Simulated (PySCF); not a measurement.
# C₅H₁₀NPSi: circular dichroism and optical rotation

Aim: compute the circular dichroism and optical rotation of C₅H₁₀NPSi (`N#CC[C@H]1C[C@@H]1[SiH2]P`).

Programs: PySCF 2.14.0, with routines of our own; each step states its level. All values are computed. Atoms count from 0.

## Step 1: The starting structure

18 atoms, charge 0, multiplicity 1; geometry from: GFN2-xTB.

## Step 2: Circular dichroism and optical rotation: TDDFT PBE0/def2-SVPD

The job: settings as JSON, then the geometry in Å.

```
{"job": {"kind": "ecd", "xc": "PBE0", "basis": "def2-SVPD", "nstates": 16}, "charge": 0, "multiplicity": 1}
N     -4.407842    -0.763353    -0.252914
C     -3.453213    -0.195666    -0.522242
C     -2.235543     0.507432    -0.842557
C     -1.058983    -0.109604    -0.110768
C     -0.303254    -1.240688    -0.723772
C      0.334700     0.119967    -0.625696
Si     1.726686     0.458046     0.599234
P      3.582384     0.805847    -0.606510
H     -2.355659     1.556139    -0.550885
H     -2.080396     0.463115    -1.924286
H     -1.187844    -0.128272     0.965039
H      0.052709    -2.028339    -0.077236
H     -0.606412    -1.594164    -1.699104
H      0.396875     0.662638    -1.563437
H      1.449934     1.697302     1.338177
H      1.813509    -0.652209     1.557139
H      3.925165    -0.527750    -0.731971
H      4.398426     0.975877     0.495373
```

Level: TDDFT PBE0/def2-SVPD circular dichroism and optical rotation, one conformer, gas phase.

Started as:

```sh
$ OMP_NUM_THREADS=1 python excited_run.py task.json out
```

This one command runs all jobs of the session in turn.

The log of the run:

```text
coarse grid: 15944 points
cycle   1  E = -881.0260897870  dE =  9.086e-01  |g| = 4.563e-01  |ddm| = 6.200e+00
cycle   2  E = -880.8978185601  dE =  1.283e-01  |g| = 8.960e-01  |ddm| = 1.885e+00
cycle   3  E = -881.0783888074  dE = -1.806e-01  |g| = 1.255e-01  |ddm| = 1.228e+00
cycle   4  E = -881.0818510217  dE = -3.462e-03  |g| = 4.524e-02  |ddm| = 2.268e-01
cycle   5  E = -881.0823384759  dE = -4.875e-04  |g| = 1.080e-02  |ddm| = 9.058e-02
cycle   6  E = -881.0823703746  dE = -3.190e-05  |g| = 1.883e-03  |ddm| = 2.855e-02
cycle   7  E = -881.0823712280  dE = -8.534e-07  |g| = 7.245e-04  |ddm| = 5.584e-03
final grid: 144608 points
cycle   8  E = -881.1896134902  dE = -3.789e-05  |g| = 7.218e-03  |ddm| = 1.487e-01
cycle   9  E = -881.1896072766  dE =  6.214e-06  |g| = 8.712e-03  |ddm| = 2.756e-02
cycle  10  E = -881.1896275921  dE = -2.032e-05  |g| = 7.868e-04  |ddm| = 1.490e-02
cycle  11  E = -881.1896277259  dE = -1.338e-07  |g| = 3.429e-04  |ddm| = 1.944e-03
cycle  12  E = -881.1896277456  dE = -1.968e-08  |g| = 1.624e-04  |ddm| = 5.658e-04
cycle  13  E = -881.1896277515  dE = -5.844e-09  |g| = 2.803e-05  |ddm| = 2.473e-04
cycle  14  E = -881.1896277516  dE = -1.824e-10  |g| = 7.743e-06  |ddm| = 7.015e-05
converged SCF energy = -881.1896277516

Singlet excitations and rotatory strengths (1e-40 esu^2 cm^2)
state   eV       nm     f(len)   f(vel)    R(len)    R(vel)   main configurations
  1   6.5019   190.7  0.01093  0.01153    15.545    16.230   H->L+2 0.68, H->L+1 0.22
  2   6.6925   185.3  0.03331  0.03691     2.443     3.691   H->L+1 0.74, H->L+2 0.17
  3   6.8572   180.8  0.22818  0.24053   -49.874   -51.020   H->L 0.79, H->L+2 0.09
  4   7.2336   171.4  0.05514  0.05832    19.865    20.831   H->L+4 0.77
  5   7.3489   168.7  0.01013  0.00996   -17.011   -17.009   H-1->L 0.77, H->L+3 0.16
  6   7.4739   165.9  0.03904  0.04339    -7.634    -9.136   H->L+3 0.68, H-1->L 0.17
  7   7.6001   163.1  0.00568  0.00660     7.948     8.930   H-1->L+1 0.51, H-1->L+2 0.15, H->L+6 0.09
  8   7.6379   162.3  0.01519  0.01612   -33.901   -34.868   H-1->L+1 0.43, H-1->L+2 0.20, H->L+6 0.12
  9   7.6779   161.5  0.01705  0.01801    -6.614    -6.719   H-2->L 0.38, H->L+6 0.20, H-1->L+2 0.15
 10   7.7339   160.3  0.10081  0.10208    84.890    84.156   H-2->L 0.44, H-1->L+2 0.38
 11   7.8026   158.9  0.00463  0.00496    -2.546    -2.750   H->L+5 0.22, H-1->L+3 0.10
 12   7.8626   157.7  0.04101  0.04019    -1.853    -1.560   H-1->L+3 0.51, H->L+5 0.29
 13   7.8851   157.2  0.00579  0.00611    -3.550    -3.727   H->L+5 0.23, H-1->L+3 0.20
 14   8.0092   154.8  0.00195  0.00179     8.883     8.655   H-2->L+1 0.49, H-1->L+4 0.23
 15   8.0324   154.4  0.03880  0.03889   -58.660   -58.672   H-2->L+1 0.25, H->L+7 0.18, H->L+6 0.15
 16   8.0747   153.5  0.03819  0.04039   -25.005   -25.786   H-1->L+4 0.46, H-2->L+1 0.12

Specific rotation (deg / (dm g/mL))
    nm     length   length(OI)   velocity    alpha(len)  alpha(vel)
  633.0      68.15      69.02      68.09      118.506    120.467
  589.3      79.03      80.07      79.03      119.044    121.022
  546.0      92.62      93.88      92.72      119.721    121.720
  436.0     148.41     150.73     149.28      122.557    124.646
  405.0     173.35     176.24     174.78      123.867    125.998
  365.0     215.64     219.67     218.39      126.179    128.385
  355.0     228.49     232.92     231.75      126.909    129.140
```

It took 2.2 min on 1 thread of Arm Neoverse V1, shared host; peak memory 1.1 GiB.

## Step 3: Outcome

| quantity | value |
| --- | --- |
| state of largest rotatory strength (velocity form) among 16 (step 2, TDDFT PBE0/def2-SVPD) | 7.73 eV, R = +84.2 (velocity), +84.9 (length) ·10⁻⁴⁰ esu² cm² |
| specific rotation at 633.0 nm (step 2, TDDFT PBE0/def2-SVPD) | 68.1 (velocity), 68.2 (length) |

What this shows: Rotations belong to one conformer.
